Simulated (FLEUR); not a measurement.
Fe3Ge: equation of state with PBEsol

The system is Fe3Ge.

```
Ge Fe
1.0
     0.00000    2.87559    2.87559
     2.87559    0.00000    2.87559
     2.87559    2.87559    0.00000
Ge Fe
1 3
Direct
  0.00000 0.00000 0.00000
  0.75000 0.75000 0.75000
  0.25000 0.25000 0.25000
  0.50000 0.50000 0.50000
```

The cell comes from a database or a generator and needn't be the stable form of this composition.

```yaml
Program: FLEUR MaX-R8.1 (later development tree)
Task: equation of state
Functional: PBEsol
Potentials_or_basis: all-electron
Basis: FLAPW
Kmax: 4.64 1/bohr
k_mesh: 8 × 8 × 8
Occupations: fermi-dirac, width 0.05 eV
Spin: collinear spin, program default start
Gmax: 14.4 1/bohr
Muffin-tin_radii: Ge 2.11, Fe 2.11 bohr
lmax: Ge 9, Fe 9
lnonsphr: Ge 9, Fe 9
Local_orbitals_a_species: Ge 6, Fe 5
```

```yaml
Equilibrium_volume: "11.12 Å³/atom (rough: see the caveat)"
Bulk_modulus: 207 GPa (rough)
```

Energy against volume, from the lowest point:
```csv
volume (Å³/atom),energy (meV/atom)
11.176,0.00
11.414,4.09
11.651,14.38
11.889,29.04
12.127,47.04
12.365,68.56
12.602,93.20
```

Caveat: the minimum lies outside the volumes run.
